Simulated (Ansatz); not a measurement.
# AsH7O2Si: the cost of one run

The runs use Ansatz 0.2.0, Gaussian basis; PBE0-D4/def2-SVP.

2 further runs of the same task are left out: 2 that didn't finish. Runs told in other sessions of the task aren't counted.

## 1. Where the work starts

The start, a first-order saddle point found at PBE0-D4 in triple zeta: 11 atoms, charge 0, spin multiplicity 1.

Atoms are counted from 1 here; the program's logs count them from 0.

Bond lengths: Si1–O2 1.831 Å, Si1–H3 1.491 Å, Si1–H4 1.480 Å, Si1–O5 1.633 Å, O2–H6 1.041 Å, O2–H8 0.971 Å, O5–H9 0.962 Å, As7–H10 1.521 Å, As7–H11 1.526 Å. Angles: O2–Si1–H3 90.8°, O2–Si1–H4 113.2°, O2–Si1–O5 117.8°, H3–Si1–H4 104.7°, H3–Si1–O5 100.1°, H4–Si1–O5 122.1°, Si1–O2–H6 96.5°, Si1–O2–H8 120.6°, H6–O2–H8 119.2°, Si1–O5–H9 114.0°, H10–As7–H11 93.7°.

Coordinates:

```xyz
11
charge 0, multiplicity 1
Si    0.27723   -0.43689   -0.98724
O     1.00154   -0.77210    0.66041
H     1.19868   -1.42468   -1.61730
H    -1.07281   -1.01900   -1.15939
O     0.74126    0.92334   -1.76200
H     0.27952   -0.26394    1.21140
As   -1.23782    1.20663    0.75644
H     1.24507   -1.67587    0.91886
H     0.25387    1.71012   -1.49836
H    -2.12906    0.16159    1.40989
H    -0.55749    1.59082    2.06729
```

## 2. The run

Input file md/in.yaml:

```yaml
crystal:
  periodic: [false, false, false]
  atoms:
    - {symbol: Si, position_ang: [0.277229, -0.436891, -0.987236]}
    - {symbol: O, position_ang: [1.001544, -0.772104, 0.660408]}
    - {symbol: H, position_ang: [1.198681, -1.424677, -1.617300]}
    - {symbol: H, position_ang: [-1.072809, -1.019005, -1.159392]}
    - {symbol: O, position_ang: [0.741264, 0.923339, -1.762003]}
    - {symbol: H, position_ang: [0.279517, -0.263945, 1.211403]}
    - {symbol: As, position_ang: [-1.237825, 1.206631, 0.756440]}
    - {symbol: H, position_ang: [1.245075, -1.675873, 0.918861]}
    - {symbol: H, position_ang: [0.253870, 1.710118, -1.498363]}
    - {symbol: H, position_ang: [-2.129059, 0.161587, 1.409894]}
    - {symbol: H, position_ang: [-0.557488, 1.590820, 2.067288]}
basis:
  gaussian: {orbitals: def2-SVP}
hamiltonian: {xc: pbe0, dispersion: d4}
md: {n_steps: 80, timestep: 0.5, temperature: 100, ensemble: nvt_langevin, seed: 56, friction: 0.002, initial_velocities: maxwell_boltzmann}
```

Started as:

```
> ansatz run in.yaml --threads 8 --pin off --events-out ev --progress --plain --max-ram 19148MiB
```

**Question.** How long does this run take on 8 threads of Arm Neoverse V1, shared host?

About 75 s.
